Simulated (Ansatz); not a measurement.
# K2Co: the cost of one run

Method: DFT PBE, scalar-relativistic, plane waves, PAW, in Ansatz 0.2.0.

1 further run of the same task is left out (it didn't finish).

## (1) The starting structure

The structure is cubic, space group Fd-3m (No. 227). Conventional cell: a = 8.761 Å, b = 8.761 Å, c = 8.761 Å, α = 90.00°, β = 90.00°, γ = 90.00°. K (site symmetry -3m) is surrounded by 6 K at 3.10 Å. Co (site symmetry -43m) has 12 K at 3.63 Å and 4 Co at 3.79 Å as nearest neighbours.

As a file:

```
CELL_PARAMETERS angstrom
0.00000 4.38031 4.38031
4.38031 0.00000 4.38031
4.38031 4.38031 0.00000
ATOMIC_POSITIONS crystal
K 0.62500 0.62500 0.62500
K 0.12500 0.62500 0.62500
K 0.62500 0.62500 0.12500
K 0.62500 0.12500 0.62500
Co 0.00000 0.00000 0.00000
Co 0.25000 0.25000 0.25000
```

(A quick probe on a coarse mesh, which set the mesh and smearing, is not shown.)

## (3) Relaxing cell and atoms

input.yaml reads:

```yaml
crystal:
  lattice:
    - [0.0, 4.3803110916, 4.3803110916]
    - [4.3803110916, 0.0, 4.3803110916]
    - [4.3803110916, 4.3803110916, 0.0]
  atoms:
    - { symbol: K, position: [0.625, 0.625, 0.625] }
    - { symbol: K, position: [0.125, 0.625, 0.625] }
    - { symbol: K, position: [0.625, 0.625, 0.125] }
    - { symbol: K, position: [0.625, 0.125, 0.625] }
    - { symbol: Co, position: [0.0, 0.0, 0.0], spin: 2.14 }
    - { symbol: Co, position: [0.25, 0.25, 0.25], spin: 2.14 }
basis:
  ecutwfc: 420
kpoints:
  mp_grid: { grid: [8, 8, 8] }
hamiltonian:
  xc: pbe
scf:
  occupations: { method: gaussian, width: 0.1 }
output:
  forces: true
  stress: true
  eigenvalues: true
  populations: true
magnetization:
  spin_polarized: true
relax:
  adjacent_minimum: "off"
  f_tol: 0.01
  max_steps: 80
  cell: { stress_tol: 0.05 }
```

Command:

```console
> ansatz run input.yaml --threads 1 --pin off --max-ram 2560MiB --backend cpu --events-out ev --progress --plain --runs-dir out
```

What time and memory should one allow on 1 thread of Intel Xeon 6975P-C (Granite Rapids), shared host?

About 4 min, with a peak of 0.91 GiB.
